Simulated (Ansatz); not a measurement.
# CH4N2Sn: basis-set convergence

An exercise on one series of results from a longer session: the logs are not shown, and one member is left open.

Method: one geometry, several basis sets; program: Ansatz 0.2.0, Gaussian basis.

The runs, in order: PBE0-D4/def2-SVP; ωB97M-V/def2-SVP; PBE0-D4/def2-QZVPP; ωB97M-V/def2-QZVPP; the functionals' def2-TZVPP values are taken from earlier runs.

1 further run of the same task is left out (for a known fault of the program).

## The geometry

The geometry comes from an earlier relaxation with PBE0-D4 in a triple-zeta def2 set; it is a stationary point, not always the lowest conformer. Sn takes the def2 core potential; no spin-orbit term is included.

8 atoms, charge 0, spin multiplicity 1.

Atoms are counted from 1 here; the program's logs count them from 0.

Bond lengths: N1–C2 1.203 Å, N1–H5 1.010 Å, C2–N3 1.228 Å, N3–Sn4 2.433 Å, N3–H6 1.012 Å, Sn4–H7 1.777 Å, Sn4–H8 1.779 Å. Angles: C2–N1–H5 122.7°, N1–C2–N3 171.7°, C2–N3–Sn4 127.1°, C2–N3–H6 119.4°, Sn4–N3–H6 113.4°, N3–Sn4–H7 83.6°, N3–Sn4–H8 83.5°, H7–Sn4–H8 90.7°.

Set-up of the first run:

in.yaml

```yaml
crystal:
  periodic: [false, false, false]
  atoms:
    - {symbol: N, position_ang: [0.367993, 2.115658, -1.162125]}
    - {symbol: C, position_ang: [0.405500, 1.142505, -0.455862]}
    - {symbol: N, position_ang: [0.434848, 0.055302, 0.114011]}
    - {symbol: Sn, position_ang: [-1.179665, -1.753252, -0.091702]}
    - {symbol: H, position_ang: [-0.144634, 2.949910, -0.913763]}
    - {symbol: H, position_ang: [1.159820, -0.128608, 0.795865]}
    - {symbol: H, position_ang: [0.264891, -2.785603, -0.026231]}
    - {symbol: H, position_ang: [-1.216552, -1.653212, 1.684009]}
basis:
  gaussian: {orbitals: def2-SVP}
hamiltonian: {xc: pbe0, dispersion: d4}
output: {orbitals: {seedname: orbitals}}
```

Launch:

```sh
$ ansatz run in.yaml --threads 2 --pin off --events-out ev --progress --plain --max-ram 4352MiB
```

Among the steps run: PBE0-D4 in def2-SVP; ωB97M-V in def2-SVP; PBE0-D4 in def2-QZVPP; ωB97M-V in def2-QZVPP.

One of the session's tables, all rows but one given; the rest of the session is left out.

It belongs to the step «Functionals by basis». 

```
functional       basis  HOMO (eV)
   PBE0-D4    def2-SVP      -5.62
   PBE0-D4  def2-TZVPP      -5.76
   PBE0-D4  def2-QZVPP      -5.78
   ωB97M-V    def2-SVP      -7.62
   ωB97M-V  def2-TZVPP          ?
   ωB97M-V  def2-QZVPP      -7.83
```

**Question.** Estimate the row for ωB97M-V, def2-TZVPP.

**Answer.** HOMO (eV): -7.81. In the column «HOMO (eV)» it lies between ωB97M-V, def2-QZVPP (-7.83) and ωB97M-V, def2-SVP (-7.62).
